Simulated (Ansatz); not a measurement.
# Br: a line through a two-coordinate scan

Aim: follow the energy of Br (I4/mmm, No. 139; 1 atom in the cell) along one coordinate, lattice constant c, with the other held at lattice constant a (and b) = 2.846 Å.

Program: Ansatz 0.2.0. Level of theory: DFT LDA+D3(BJ), scalar-relativistic, plane waves, PAW. These are calculated values, not measurements.

2 further runs of the same task are left out: 1 that didn't finish, 1 set aside as unsound or not needed.

## (1) The structure to begin with

Symmetry: I4/mmm, No. 139, tetragonal system. Conventional cell: a = 2.763 Å, b = 2.763 Å, c = 6.334 Å, α = 90.00°, β = 90.00°, γ = 90.00°. Br (site symmetry 4/mmm) is surrounded by 4 Br at 2.76 Å.

As a file:

```
Br
1.0
    -1.38162    1.38162    3.16702
     1.38162   -1.38162    3.16702
     1.38162    1.38162   -3.16702
Br
1
Direct
  0.00000 0.00000 0.00000
```

It goes back to an entry of the Materials Project, which need not be the stable form.

This cell was relaxed beforehand with the same method: volume 24.18 Å³/atom, gap on the mesh none (metal).

## (2) The scan

The energy is mapped over the lattice constants a and c of the conventional cell.

The axes are (1) lattice constant a (and b): 5 values from 2.680 to 2.846 Å; (2) lattice constant c: 5 values from 5.42 to 7.25 Å.

Nothing else is relaxed (symmetry fixes all fractional coordinates). Energies count from the relaxed crystal. Points are written as (first, second).

## (3) Point (2.846 Å, 5.42 Å)

Input file input.yaml:

```yaml
crystal:
  lattice:
    - [-1.42305, 1.42305, 2.71095]
    - [1.42305, -1.42305, 2.71095]
    - [1.42305, 1.42305, -2.71095]
  atoms:
    - { symbol: Br, position: [0.0, 0.0, 0.0] }
basis:
  ecutwfc: 420
kpoints:
  mp_grid: { grid: [22, 22, 22] }
hamiltonian:
  xc: lda
  pseudopotentials: { kind: paw }
  dispersion: d3bj
scf:
  occupations: { method: gaussian, width: 0.15 }
output:
  forces: true
  stress: true
  eigenvalues: true
```

Launch:

```
ansatz run input.yaml --threads 1 --pin off --max-ram 2048MiB --backend cpu --events-out ev --progress --plain --runs-dir out
```

The session goes on with these runs: the other points of the line.

**Question.** What will these runs give? Wanted: for each run, lattice constant c; energy; slope; pressure.

**Answer**, as computed:

```
lattice constant c (Å)  step  energy (meV/atom)  slope (meV/atom per Å)  pressure (GPa)
                  5.42     3                129                    −249            0.77
                  5.88     4                 48                    −102           −2.35
                  6.33     5                 27                       2           −3.73
                  6.79     6                 41                      51           −4.16
                  7.25     7                 69                      68           −4.12
```

Energies count from the relaxed crystal. Slopes come from the forces (and the stress, where the cell changes), not from differences of energies.

Along the line the energy is lowest at 6.33 Å, 27 meV/atom from the zero. Energies and slopes round the minimum, fitted together, put the minimum at 6.323 Å, with a curvature of about 160 meV/atom per Å². The well is lopsided: two grid steps out, the energy rises by 102 meV/atom towards smaller values and 42 meV/atom towards larger ones. The highest point computed, at 5.42 Å, lies 102 meV/atom above the lowest. This is one cut through a surface in two coordinates; the map's lowest point lies off it. Spin polarisation is off in the runs that give these values; a magnetic solution could lie lower.
